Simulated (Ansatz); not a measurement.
**CH7AlGeS: one species, many methods**

One table from this session's results is given with a row withheld; the runs are named, their logs left out.

Method: functionals in def2-TZVPP, the program's frozen cores in correlated methods; program: Ansatz 0.2.0, Gaussian basis.

Levels to be run: PBE-D4, r2SCAN-D4, PBE0-D4, B3LYP-D4, ωB97X-V, ωB97M-V, B2PLYP; CCSD(T)/def2-TZVPP; MP2/def2-QZVPP; extrapolation to the limit.

## The geometry

An earlier PBE0-D4 in a triple-zeta def2 set relaxation fixed the geometry.

11 atoms, charge 0, spin multiplicity 1.

Atoms are counted from 1 here; the program's logs count them from 0.

Bond lengths: S1–C2 1.856 Å, S1–Al3 2.469 Å, S1–H5 1.344 Å, C2–Al3 1.960 Å, C2–H6 1.090 Å, C2–H7 1.086 Å, Al3–Ge4 2.470 Å, Al3–H8 1.585 Å, Ge4–H9 1.542 Å, Ge4–H10 1.549 Å, Ge4–H11 1.544 Å. Angles: C2–S1–Al3 51.5°, C2–S1–H5 97.5°, Al3–S1–H5 90.8°, S1–C2–Al3 80.6°, S1–C2–H6 105.2°, S1–C2–H7 109.9°, Al3–C2–H6 117.8°, Al3–C2–H7 126.1°, H6–C2–H7 110.1°, S1–Al3–C2 47.9°, S1–Al3–Ge4 106.1°, S1–Al3–H8 110.8°, C2–Al3–Ge4 116.1°, C2–Al3–H8 117.7°, Ge4–Al3–H8 126.1°, Al3–Ge4–H9 114.3°, Al3–Ge4–H10 110.4°, Al3–Ge4–H11 113.6° and more.

As a file:

```xyz
11
CH7AlGeS
S     0.4903    1.9414    0.8462
C     1.6186    0.4701    0.7714
Al   -0.0986   -0.4531    0.9687
Ge   -1.3019   -0.9716   -1.1246
H     0.1619    1.9758   -0.4567
H     2.2554    0.5524    1.6517
H     2.2222    0.5125   -0.1309
H    -0.5599   -0.8450    2.4331
H    -2.8315   -0.7938   -1.0381
H    -0.8273   -0.0372   -2.2646
H    -1.0637   -2.4085   -1.6358
```

Set-up of the first run:

in.yaml reads:

```yaml
crystal:
  periodic: [false, false, false]
  atoms:
    - {symbol: S, position_ang: [0.490304, 1.941365, 0.846202]}
    - {symbol: C, position_ang: [1.618561, 0.470147, 0.771382]}
    - {symbol: Al, position_ang: [-0.098626, -0.453054, 0.968723]}
    - {symbol: Ge, position_ang: [-1.301900, -0.971644, -1.124562]}
    - {symbol: H, position_ang: [0.161938, 1.975790, -0.456710]}
    - {symbol: H, position_ang: [2.255387, 0.552423, 1.651684]}
    - {symbol: H, position_ang: [2.222233, 0.512454, -0.130902]}
    - {symbol: H, position_ang: [-0.559901, -0.845038, 2.433111]}
    - {symbol: H, position_ang: [-2.831480, -0.793770, -1.038062]}
    - {symbol: H, position_ang: [-0.827303, -0.037158, -2.264598]}
    - {symbol: H, position_ang: [-1.063716, -2.408513, -1.635767]}
basis:
  gaussian: {orbitals: def2-TZVPP}
hamiltonian: {xc: pbe, dispersion: d4}
output: {forces: true, orbitals: {seedname: orbitals}}
```

Launch:

```console
ansatz run in.yaml --threads 4 --pin off --events-out ev --progress --plain --max-ram 10444MiB
```

Steps of the session up to this table: PBE-D4 (GGA); r2SCAN-D4 (meta-GGA); PBE0-D4 (hybrid); B3LYP-D4 (hybrid); ωB97X-V (range-separated); ωB97M-V (range-separated); B2PLYP (double hybrid); CCSD(T) in def2-TZVPP; MP2 in def2-QZVPP.

One of the session's tables, all rows but one given; the rest of the session is left out.

It belongs to the step «Atomisation energies». 

| method | atomisation energy (eV) |
| --- | --- |
| PBE-D4 | 33.533 |
| r2SCAN-D4 | 33.664 |
| PBE0-D4 | 33.295 |
| B3LYP-D4 | 33.260 |
| ωB97X-V | 33.697 |
| ωB97M-V | 33.472 |
| B2PLYP | 32.854 |
| HF/def2-TZVPP | 24.418 |
| MP2/def2-TZVPP | 32.687 |
| CCSD/def2-TZVPP | ? |
| CCSD(T)/def2-TZVPP | 32.793 |
| MP2/CBS | 33.468 |
| CCSD(T)/CBS | 33.573 |

Estimate the missing values for CCSD/def2-TZVPP.

**Answer.** atomisation energy (eV): 32.340. In the column «atomisation energy (eV)» it lies between HF/def2-TZVPP (24.418) and MP2/def2-TZVPP (32.687).
